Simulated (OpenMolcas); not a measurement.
**Pt⁶⁺ among point charges: CASSCF and CASPT2 levels and susceptibility**

How does a field of 6 point charges split the states of Pt⁶⁺, and what χT follows?

The numbers are computed with OpenMolcas 26.06 (state-averaged CASSCF and CASPT2, spin-orbit coupling by RASSI with atomic mean-field integrals), except any that are marked as measured or tabulated.

### 1 The atom as given

| Property | Result |
| --- | --- |
| Species | Pt⁶⁺ (platinum, Z = 78, 72 electrons) |
| Basis | ANO-RCC-VDZP [7s6p4d2f], 59 functions |
| Scalar Hamiltonian | DKH2, point nucleus |
| Inactive shells | 1s 2s 2p 3s 3p 3d 4s 4p 4d 4f 5s 5p |
| Active space | 4 electrons in 5 orbitals (5d) |
| Some configurations of this space | 5d⁴ |
| Orbitals | optimised for each spin and parity, averaged over all roots |

The outer shells:

5d4
```
5d [↑ ][↑ ][↑ ][↑ ][  ]
```

The ion sits among 6 point charges of -1.7 e arranged as an octahedron (Oh), 1.95 Å from the ion.

The work runs as a chain of OpenMolcas steps in one folder; each step below is one input file. Labels, J, g values, rates, χT and fits are worked out afterwards by a script from the matrices that RASSI stores. The input lists half of the charges; inversion (Group=XYZ) makes the rest.

### 2 One- and two-electron integrals

File a.inp:

```
&GATEWAY
Coord
1

Pt 0.0 0.0 0.0
Basis=ANO-RCC-VDZP
Group=XYZ
NoMove
AngMom=0.0 0.0 0.0
AMFI
XField
3 Angstrom 0
1.950000 0.000000 0.000000 -1.700000
0.000000 1.950000 0.000000 -1.700000
0.000000 0.000000 1.950000 -1.700000
&SEWARD
```

Launch:

```
OMP_NUM_THREADS=1 MOLCAS_MEM=1689 MOLCAS_PROJECT=a pymolcas a.inp > a.log
```

### 3 Reference wave functions, quintets of even parity, 5 roots

File a.inp:

```
&RASSCF
FileOrb=start.orb
Symmetry=1
Spin=5
nActEl=4 0 0
Inactive=15 19
Ras2=5 0
CIRoot=5 5 1
SDav=5
CIMx=300
Iter=120 100
PrWF=0.3
OrbListing=Nothing
MaxOrb=0
>>> COPY $Project.JobIph JOB001
```

start.orb holds the contracted functions of the basis, ordered by shell, or the orbitals of the step before.

### 4 Reference wave functions, triplets of even parity, 45 roots

File a.inp:

```
&RASSCF
FileOrb=start.orb
Symmetry=1
Spin=3
nActEl=4 0 0
Inactive=15 19
Ras2=5 0
CIRoot=45 45 1
SDav=45
CIMx=300
Iter=120 100
PrWF=0.3
OrbListing=Nothing
MaxOrb=0
>>> COPY $Project.JobIph JOB002
```

### 5 CASSCF: singlets of even parity, 50 roots

File a.inp:

```
&RASSCF
FileOrb=start.orb
Symmetry=1
Spin=1
nActEl=4 0 0
Inactive=15 19
Ras2=5 0
CIRoot=50 50 1
SDav=50
CIMx=300
Iter=120 100
PrWF=0.3
OrbListing=Nothing
MaxOrb=0
>>> COPY $Project.JobIph JOB003
```

### 6 RASSI: spin-orbit coupling between the states

File a.inp:

```
&RASSI
NrOfJobIphs=3 5 45 50
1 2 3 4 5
1 2 3 4 5 6 7 8 9 10 11 12 13 14 15 16 17 18 19 20 21 22 23 24 25 26 27
28 29 30 31 32 33 34 35 36 37 38 39 40 41 42 43 44 45
1 2 3 4 5 6 7 8 9 10 11 12 13 14 15 16 17 18 19 20 21 22 23 24 25 26 27
28 29 30 31 32 33 34 35 36 37 38 39 40 41 42 43 44 45 46 47 48 49 50
IphNames
JOB001
JOB002
JOB003
EJob
SpinOrbit
DIPRint=1.0
SOCoupling=1000.0
Subsets=2
Property=9
'ANGMOM' 1 'ANGMOM' 2 'ANGMOM' 3 'MLTPL  1' 1 'MLTPL  1' 2 'MLTPL  1' 3
'AMFI' 1 'AMFI' 2 'AMFI' 3
SOProperty=3
'ANGMOM' 1 'ANGMOM' 2 'ANGMOM' 3
```

### 7 CASPT2: IPEA 0.25, imaginary shift 0.1 (closed shells correlated: 5s 5p)

File a.inp:

```
>>> COPY JOB001 $Project.JobIph
&CASPT2
Multistate=5 1 2 3 4 5
NoMult
Frozen=14 16
IPEA=0.25
Imaginary=0.1
MaxIter=60
WThr=0.0 0.3 0.05
PrWF=0.5
NoMix
>>> COPY JOB002 $Project.JobIph
&CASPT2
Multistate=45 1 2 3 4 5 6 7 8 9 10 11 12 13 14 15 16 17 18 19 20 21 22
23 24 25 26 27 28 29 30 31 32 33 34 35 36 37 38 39 40 41 42 43 44 45
NoMult
Frozen=14 16
IPEA=0.25
Imaginary=0.1
MaxIter=60
WThr=0.0 0.3 0.05
PrWF=0.5
NoMix
>>> COPY JOB003 $Project.JobIph
&CASPT2
Multistate=50 1 2 3 4 5 6 7 8 9 10 11 12 13 14 15 16 17 18 19 20 21 22
23 24 25 26 27 28 29 30 31 32 33 34 35 36 37 38 39 40 41 42 43 44 45 46
47 48 49 50
NoMult
Frozen=14 16
IPEA=0.25
Imaginary=0.1
MaxIter=60
WThr=0.0 0.3 0.05
PrWF=0.5
NoMix
```

(Steps that only read results are left out.)

Q: Predict the outcome of this session. Wanted: spin-free ground state; first state of the same spin within the active space; lowest level; next level.

**Answer**, as computed:

```
                                            quantity                                                                        value
                                              method  SS-CASPT2, IPEA 0.25, imaginary shift 0.1 (closed shells correlated: 5s 5p)
                              spin-free ground state                                               5E, 2-fold in its orbital part
first state of the same spin within the active space                                                             5T2 at 6070 cm⁻¹
                                        lowest level                                                                    1-fold A1
                                          next level                                                                  7945.5 cm⁻¹
                                         χT at 300 K                                                               0.03 cm³ K/mol
                           effective moment at 300 K                                                                      0.51 μB
```

Cost by method:

```tsv
method	time of its own steps	time with the reference
A. CASSCF	36 s	36 s
B. SS-CASPT2, IPEA 0.25, imaginary shift 0.1, +5s 5p	12 s	48 s
```

Times are of one thread on a shared host.

**Reading.** The spin-free ground state (5E) comes to 100 % from free-ion D terms and keeps the highest spin of the shell. χT at 300 K is 0.03, against 3.01 cm³ K/mol for the spin alone, so spin-orbit coupling lowers it. An active space of the d shell alone favours high spin; real ions in strong fields can be low spin. A ligand-field fit to the states below 45000 cm-1 gives 10Dq = 6185 cm-1, B = 827 cm-1 and C = 4060 cm-1 (C/B = 4.91), with a deviation of 397 cm-1. CASPT2 does not keep the components of a term degenerate, and the means are used. An orbital doublet at a regular site is open to a Jahn-Teller distortion, which this geometry leaves out. The field of point charges can differ much from that of real complexes. With metal d orbitals alone active, the gaps between spin states are rough; where two lie within a few thousand cm-1, their order is open. This is an electrostatic model: the charges have no orbitals.
